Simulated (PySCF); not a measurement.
**C2H8GeSi: electronic excitations and core binding energies**

Wanted: the electronic excitations and core binding energies of C2H8GeSi (`C=C[SiH2][GeH3]`), by calculation.

Computed with PySCF 2.14.0, with density-fitted response routines of our own, on a single molecule in the gas phase. Atoms are numbered from 0 throughout.

## 1. The molecule as given

12 atoms, charge 0, multiplicity 1; geometry from: GFN2-xTB.

Bonds of the start (Å): C0–C1 1.32, C1–Si2 1.88, Si2–Ge3 2.34, C0–H4 1.08, C0–H5 1.08, C1–H6 1.08, Si2–H7 1.47, Si2–H8 1.47, Ge3–H9 1.50, Ge3–H10 1.50, Ge3–H11 1.50.

## 2. Ultraviolet spectrum: wB97X-D/def2-SVPD

What the job is given:

```
{"job": {"kind": "uv", "xc": "wB97X-D", "basis": "def2-SVPD", "nstates": 8, "ntriplets": 3}, "charge": 0, "multiplicity": 1}
C      1.833313     0.684981    -0.107936
C      1.454491    -0.554559    -0.372418
Si    -0.323735    -1.159076    -0.239193
Ge    -1.713524     0.588154     0.448578
H      2.857400     1.017293    -0.188249
H      1.121643     1.437164     0.207142
H      2.204033    -1.271512    -0.684898
H     -0.744936    -1.676338    -1.547705
H     -0.371559    -2.272155     0.717935
H     -1.398322     1.188850     1.788683
H     -3.164092     0.227720     0.581911
H     -1.753512     1.788792    -0.453359
```

With the program's defaults for keys left out, this is: TDDFT wB97X-D/def2-SVPD, vertical, gas phase, core orbitals frozen in the response.

Started as:

```bash
$ OMP_NUM_THREADS=1 python probes_run.py task.json out
```

One launch serves the whole session: the jobs run in the order shown.

**Question.** This job is followed by: delta-SCF UKS SCAN, pcX-2 on the ionised atom, pcseg-1 elsewhere, spin-free X2C. What will the session give for the following? lowest singlet (wB97X-D/def2-SVPD); brightest single state of those computed; lowest triplet; C1s binding energies, SCAN/pcX-2; Si1s binding energies, SCAN/pcX-2; Si2p binding energies, SCAN/pcX-2.

The runs gave:

| quantity | value |
| --- | --- |
| lowest singlet (wB97X-D/def2-SVPD) | 6.79 eV (183 nm), f = 0.000 |
| brightest single state of those computed | state 2, 7.31 eV, f = 0.273 |
| lowest triplet | 4.51 eV |
| C1s binding energies, SCAN/pcX-2 | C0 290.48, C1 290.18 eV |
| Si1s binding energies, SCAN/pcX-2 | Si2 1846.21 eV |
| Si2p binding energies, SCAN/pcX-2 | Si2 106.70 eV |

In words: The lowest singlet, at 6.79 eV, is HOMO−1→LUMO 0.53, HOMO−2→LUMO 0.34 and is dark; of the 8 states computed, the strongest absorption comes from state 2 at 7.31 eV (the last state computed is bright too, and its partners may lie past the list). The lowest triplet lies 2.28 eV below the lowest singlet (triplets in Tamm-Dancoff, singlets in full TDDFT). C0 (terminal =CH2 carbon) binds its C1s electron 0.30 eV more tightly than C1 (alkene CH).
